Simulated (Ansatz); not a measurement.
# Na3Ti: the cost of one run

Computed with Ansatz 0.2.0 (DFT PBE, scalar-relativistic, plane waves, PAW, unless a step's input says otherwise).

## 1. Starting point

Symmetry: Pm-3m, No. 221, cubic system. The conventional cell has a = 4.216 Å, b = 4.216 Å, c = 4.216 Å, α = 90.00°, β = 90.00°, γ = 90.00°. Na (site symmetry 4/mmm) is surrounded by 8 Na at 2.98 Å and 4 Ti at 2.98 Å. Ti (site symmetry m-3m) is surrounded by 12 Na at 2.98 Å.

As a file:

```cif
data_structure
_symmetry_space_group_name_H-M 'P 1'
_symmetry_Int_Tables_number 1
_cell_length_a 4.2160
_cell_length_b 4.2160
_cell_length_c 4.2160
_cell_angle_alpha 90.000
_cell_angle_beta 90.000
_cell_angle_gamma 90.000
_cell_volume 74.94
loop_
_atom_site_label
_atom_site_type_symbol
_atom_site_fract_x
_atom_site_fract_y
_atom_site_fract_z
_atom_site_occupancy
Na1 Na 0.00000 0.50000 0.50000 1
Na2 Na 0.50000 0.00000 0.50000 1
Na3 Na 0.50000 0.50000 0.00000 1
Ti1 Ti 0.00000 0.00000 0.00000 1
```

This is candidate A: Cu3Au (L1_2) type (Pm-3m, No. 221).

(A quick probe on a coarse mesh, which set the mesh and smearing, is not shown.)

## 3. Coarse relaxation (candidate A)

The input, input.yaml:

```yaml
crystal:
  lattice:
    - [4.2159504304, 0.0, 0.0]
    - [0.0, 4.2159504304, 0.0]
    - [0.0, 0.0, 4.2159504304]
  atoms:
    - { symbol: Na, position: [0.0, 0.5, 0.5] }
    - { symbol: Na, position: [0.5, 0.0, 0.5] }
    - { symbol: Na, position: [0.5, 0.5, 0.0] }
    - { symbol: Ti, position: [0.0, 0.0, 0.0] }
basis:
  ecutwfc: 420
kpoints:
  mp_grid: { grid: [4, 4, 4] }
hamiltonian:
  xc: pbe
scf:
  occupations: { method: gaussian, width: 0.1 }
  lower_state_search: "off"
output:
  forces: true
  stress: true
  eigenvalues: true
relax:
  adjacent_minimum: "off"
  f_tol: 0.04
  max_steps: 70
  cell: { stress_tol: 0.4 }
```

The run is started by

```sh
ansatz run input.yaml --threads 1 --pin off --max-ram 2560MiB --backend cpu --events-out ev --progress --plain --runs-dir out
```

What time and memory should one allow on 1 thread of Arm Neoverse V2, shared host?

About 9.5 s, with a peak of 0.35 GiB.
